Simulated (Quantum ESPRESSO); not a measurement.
Runs of Quantum ESPRESSO 7.5 on HPbNO4. The typed cell holds 7 atoms: a = 4.204 Å, b = 4.339 Å, c = 6.729 Å, α = 71.95°, β = 72.29°, γ = 62.23°. The cell was built by a generator and needn't be a form met in nature.

| task | level | potentials or basis | cell | cutoff (eV) | form of the LDA correlation | most ionic steps | forc conv thr | etot conv thr | ion dynamics | gap on the mesh (eV) | pressure (GPa) | largest force (eV/Å) |
| --- | --- | --- | --- | --- | --- | --- | --- | --- | --- | --- | --- | --- |
| band structure | AM05 | SG15 PBE 1.2 | as given | 1197 | - | - | - | - | - | 2.96 | -1.2 | 0.26 |
| relaxation of cell and atoms | LDA | SSSP 1.3 efficiency PBE | relaxed to 0.3 kbar | 816 | PZ81 | 40 | 0.0004 Ry/bohr | 1e-05 Ry | bfgs | 2.56 | 0.0 | 0.01 |
| band structure | BLYP | SG15 PBE 1.2 | as given | 1197 | - | - | - | - | - | (a) | 2.6 | 0.67 |
| band structure | RPBE | SG15 PBE 1.2 | as given | 1197 | - | - | - | - | - | 2.97 | (b) | 0.32 |

Alike in all rows: no spin polarisation; k mesh 4 × 4 × 3; smearing fermi-dirac 0.05 eV; the mesh is coarse, so values aren't converged.

Problem. Fill in the values left out.

Solution. (a) 2.94; (b) 2.2.

Caveats: all runs use coarse meshes; the potentials were made for another functional, which shifts forces and pressure; spin-orbit coupling is left out, which as a rule narrows the gap of such compounds by several tenths of an eV; an odd mesh through Γ misses points on the zone boundary, where band edges often lie (some runs).

A k mesh can miss the band edges, and the runs leave out spin-orbit coupling on Pb.
